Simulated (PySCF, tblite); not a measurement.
**C₃H₉AlF₂O: geometry, infrared bands and NMR shifts**

Wanted: the infrared bands and NMR shifts of C₃H₉AlF₂O (`C[O+]([AlH3-])[C@H](F)CF`), by calculation.

The runs use tblite 0.8.0 and PySCF 2.14.0, with density-fitted response routines of our own; the level of theory stands in each step. All values are computed, except where a source is named. Atoms are numbered from 0 throughout.

### Step 1. The starting structure

16 atoms, charge 0, multiplicity 1; geometry from: force field or distance geometry start.

Bonds of the start (Å): C0–O1 1.39, O1–Al2 1.84, O1–C3 1.41, C3–F4 1.36, C3–C5 1.53, C5–F6 1.38, C0–H7 1.10, C0–H8 1.11, C0–H9 1.12, Al2–H10 1.59, Al2–H11 1.58, Al2–H12 1.63, C3–H13 1.11, C5–H14 1.11, C5–H15 1.13.

### Step 2. Relaxing the molecule with GFN2-xTB

Job settings and geometry (Å):

```
{"job": {"kind": "relax", "xc": "GFN2-xTB", "basis": "xTB"}, "charge": 0, "multiplicity": 1}
C     -0.618000     1.234300     0.825600
O     -0.118200    -0.032800     0.553100
Al    -1.515600    -1.202600     0.283200
C      0.522100     0.087700    -0.695200
F      0.057800    -0.821900    -1.600200
C      2.025500    -0.077300    -0.464500
F      2.329000    -1.305400     0.089000
H     -1.142200     1.251300     1.797900
H      0.236700     1.939900     0.799600
H     -1.322700     1.565800     0.023900
H     -1.130700    -2.205000    -0.894900
H     -1.772800    -2.000700     1.622800
H     -2.834300    -0.334300    -0.104600
H      0.400300     1.139100    -1.029300
H      2.493400     0.042900    -1.459300
H      2.382100     0.728300     0.241400
```

On the command line:

```
$ OMP_NUM_THREADS=1 python probes_run.py task.json out
```

The driver reads the jobs from task.json and runs them one after another.

**Question.** This job is followed by: GFN2-xTB harmonic vibrations, gas phase; GIAO PBE0/pcSseg-1 NMR shielding, non-relativistic, gas phase. Predict these results of the whole session: strongest single infrared mode (GFN2-xTB); zero-point energy (GFN2-xTB); 13C shifts against TMS (PBE0/pcSseg-1); 1H shifts against TMS (PBE0/pcSseg-1, means over atoms taken as alike); 17O shifts against H2O (PBE0/pcSseg-1); 27Al shifts against AlH4- (PBE0/pcSseg-1); 19F shifts against CFCl3 (PBE0/pcSseg-1).

The runs gave:

| quantity | value |
| --- | --- |
| strongest single infrared mode (GFN2-xTB) | 1656 cm⁻¹, 493 km/mol |
| zero-point energy (GFN2-xTB) | 69.4 kcal/mol |
| 13C shifts against TMS (PBE0/pcSseg-1) | 112.4, 81.5, 62.5 ppm |
| 1H shifts against TMS (PBE0/pcSseg-1, means over atoms taken as alike) | 5.59, 5.42, 4.93, 4.35, 4.28 ppm |
| 17O shifts against H2O (PBE0/pcSseg-1) | 60.6 ppm |
| 27Al shifts against AlH4- (PBE0/pcSseg-1) | 83.0 ppm |
| 19F shifts against CFCl3 (PBE0/pcSseg-1) | -172.7, -262.8 ppm |

Over 219 steps the energy fell by 1.968 eV; of the close pairs, O1–Al2 changed most, 1.842 to 1.977 Å. All 42 modes are real, so the xTB geometry is a minimum. The strongest single mode, at 1656 cm⁻¹, moves mainly H12. Unscaled tight-binding wavenumbers are off by several per cent, some by more. Its intensities can rank the bands wrongly. H13 (hydrogen on an sp3 CH bonded to F and O) lies farthest downfield among hydrogen, at 5.59 ppm; its carbon carries F and O, an electronegative neighbour. At PBE0/pcSseg-1: Shielding is most anisotropic at F4 (span 156 ppm, paramagnetic term -130 ppm).
